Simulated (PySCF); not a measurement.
**Mo(CMe)F3: geometry, NMR shifts and electronic excitations**

Wanted: the NMR shifts and electronic excitations of Mo(CMe)F3 (`C[C]#[Mo]([F])([F])[F]`), by calculation.

Computed with PySCF 2.14.0, with density-fitted response routines of our own, on a single molecule in the gas phase. Atoms are numbered from 0 throughout.

## (1) The starting structure

9 atoms, charge 0, multiplicity 1; geometry from: GFN2-xTB.

Bonds of the start (Å): Mo0–C1 1.83, Mo0–F6 1.84, Mo0–F7 1.84, Mo0–F8 1.84, C1–C2 1.43, C2–H3 1.09, C2–H4 1.09, C2–H5 1.09.

## (2) Optimising the geometry at PBE0-D3(BJ)/def2-SVP

The job: settings as JSON, then the geometry in Å.

```
{"job": {"xc": "PBE0", "basis": "def2-SVP", "d3": "d3bj", "grid": 1, "maxiter": 40, "kind": "geom"}, "charge": 0, "multiplicity": 1}
Mo     0.007460     0.009350    -1.621840
C     -0.001310    -0.002850     0.204600
C     -0.006710    -0.008660     1.637550
H      0.520260     0.864880     2.021800
H     -1.030100     0.010320     2.012980
H      0.485020    -0.905150     2.015430
F      1.790570     0.016100    -2.082660
F     -0.889480     1.549560    -2.085320
F     -0.875720    -1.533530    -2.102550
```

Command:

```sh
$ OMP_NUM_THREADS=1 python probes_run.py task.json out
```

The driver reads the jobs from task.json and runs them one after another.

**Question.** This job is followed by: GIAO PBE0/pcSseg-1 Mo:def2-TZVP NMR shielding, non-relativistic, gas phase; TDDFT PBE0/def2-SVPD, vertical, gas phase, core orbitals frozen in the response; GIAO B3LYP/pcSseg-1 Mo:def2-TZVP NMR shielding, non-relativistic, gas phase. What will the session give for the following? point group; rotational constants (main isotopes); 13C shifts against TMS (PBE0/def2-TZVP+pcSseg-1); 1H shifts against TMS (PBE0/def2-TZVP+pcSseg-1, means over atoms taken as alike); 19F shifts against CFCl3 (PBE0/def2-TZVP+pcSseg-1, means over atoms taken as alike); surface potential, 1st and 99th percentile; lowest singlet (PBE0/def2-SVPD); brightest single state of those computed; lowest triplet; vertical ionisation energy (ΔSCF); vertical electron affinity (ΔSCF); range of the shift of F6.

As calculated:

| quantity | value |
| --- | --- |
| point group | C3v |
| rotational constants (main isotopes) | 2.68, 1.76, 1.76 GHz |
| 13C shifts against TMS (PBE0/def2-TZVP+pcSseg-1) | 345.4, 40.2 ppm |
| 1H shifts against TMS (PBE0/def2-TZVP+pcSseg-1, means over atoms taken as alike) | 2.52 ppm |
| 19F shifts against CFCl3 (PBE0/def2-TZVP+pcSseg-1, means over atoms taken as alike) | 90.8 ppm |
| surface potential, 1st and 99th percentile | -1.00 V and 2.73 V |
| lowest singlet (PBE0/def2-SVPD) | 3.41 eV (364 nm), f = 0.000 |
| brightest single state of those computed | state 5, 5.13 eV, f = 0.015 |
| lowest triplet | 2.83 eV |
| vertical ionisation energy (ΔSCF) | 9.94 eV |
| vertical electron affinity (ΔSCF) | 0.24 eV |
| range of the shift of F6 | 90.8 to 97.3 ppm |

The optimisation took 8 steps and gained 0.316 eV; among the close pairs (by a distance rule), Mo0–C1 changed most, from 1.827 to 1.707 Å. At PBE0/def2-TZVP+pcSseg-1: Shielding is most anisotropic at F6, F7, F8 (span 1013 ppm, paramagnetic term -387 ppm). The first singlet state (HOMO→LUMO 0.47, HOMO−1→LUMO+1 0.46) lies at 3.41 eV and is dark; of the 10 states computed, the strongest absorption comes from states 5 to 6 together at 5.13 eV. The lowest triplet lies 0.57 eV below the lowest singlet (triplets in Tamm-Dancoff, singlets in full TDDFT). The orbital energy would give 7.78 eV for ionisation, ΔSCF gives 9.94 eV. In ppm, F6 (with its like atoms) moves most: its shift spreads over 6.5 ppm, from 90.8 (PBE0/def2-TZVP+pcSseg-1) to 97.3 (B3LYP/def2-TZVP+pcSseg-1). Spin-orbit coupling is left out, which matters for shieldings and couplings at and beside the heavy atoms.
